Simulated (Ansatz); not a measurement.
**Li2BrF: energy against volume in PBE, exact exchange and the RPA**

The task here is to estimate one member of a computed series from the others.

Program: Ansatz 0.2.0. PBE orbitals, norm-conserving pseudopotentials, plane waves. Simulation only: spin-unpolarised, and no claim that this is the phase found in nature.

## The system as given

The cell was relaxed beforehand with r2SCAN; volume changes: +0 %, -5 %, +5 %, -10 %, +10 %.

Space group R-3m (No. 166), trigonal; conventional cell a = 3.471 Å, c = 16.405 Å, 14.26 Å³ an atom. F has 6 Li at 2.28 Å; Br has 6 Li at 2.59 Å; Li has 3 F at 2.28 Å and 3 Br at 2.59 Å.

Coordinates:

Space group R-3m:H (No. 166). a = 3.471 Å, b = 3.471 Å, c = 16.405 Å, α = 90.00°, β = 90.00°, γ = 120.00°
| atom | site | symmetry | x | y | z |
| --- | --- | --- | --- | --- | --- |
| F | 3a | -3m | 0.0000 | 0.0000 | 0.0000 |
| Br | 3b | -3m | 0.6667 | 0.3333 | 0.8333 |
| Li | 6c | 3m | 0.3333 | 0.6667 | 0.9337 |

Set-up of the first run:

input.yaml

```yaml
crystal:
  lattice:
    - [1.7353772125, 1.0019205008, 5.4684601362]
    - [-1.7353772125, 1.0019205008, 5.4684601362]
    - [0.0, -2.0038410015, 5.4684601362]
  atoms:
    - { symbol: F, position: [1.0, 0.0, 0.0] }
    - { symbol: Br, position: [0.5, 0.5, 0.5] }
    - { symbol: Li, position: [0.2670198431, 0.2670198431, 0.2670198431] }
    - { symbol: Li, position: [0.7329801569, 0.7329801569, 0.7329801569] }
kpoints:
  mp_grid: { grid: [4, 4, 4] }
hamiltonian:
  xc: pbe
  pseudopotentials: { kind: nc }
scf:
  occupations: { method: fixed }
output:
  rpa_energy:
    ecut_chi_ladder: [187, 210, 233, 258, 284]
    long_wavelength: optical_limit
basis:
  ecutwfc: 1320.0
```

Steps of the session up to this table: The unscaled cell; Volume -5 %; Volume +5 %; Volume -10 %; Volume +10 %.

One of the session's tables, all rows but one given; the rest of the session is left out.

Energies in meV/atom from the unscaled cell:

```
volume (Å³/atom)   PBE  exact exchange  EXX+RPA  RPA correlation
          12.836  33.8            53.2     17.9            -35.3
          13.549     ?               ?        ?                ?
          14.262   0.0             0.0      0.0              0.0
          14.975  -1.2            -8.7      3.2             11.9
          15.688   5.0            -8.9     18.0             27.0
```

**Question.** Estimate the row for volume (Å³/atom) = 13.549.

Worked estimate for «PBE». A straight line through the neighbours (12.836, 33.8) and (14.262, 0.0) gives 33.8 + (0.0 − 33.8) × (13.549 − 12.836) / (14.262 − 12.836) = 16.9; a parabola fitted to 3 rows on both sides gives 11.7.

The run gave: PBE: 10.7; exact exchange: 19.6; EXX+RPA: 0.7; RPA correlation: -18.9. In «PBE» the line misses by +6.2 and the parabola by +1.0.

Limits of these values: The curve is too rough to resolve B₀ and B₀′ of EXX+RPA; its minimum, near 14.1 Å³/atom, is a rough guide.
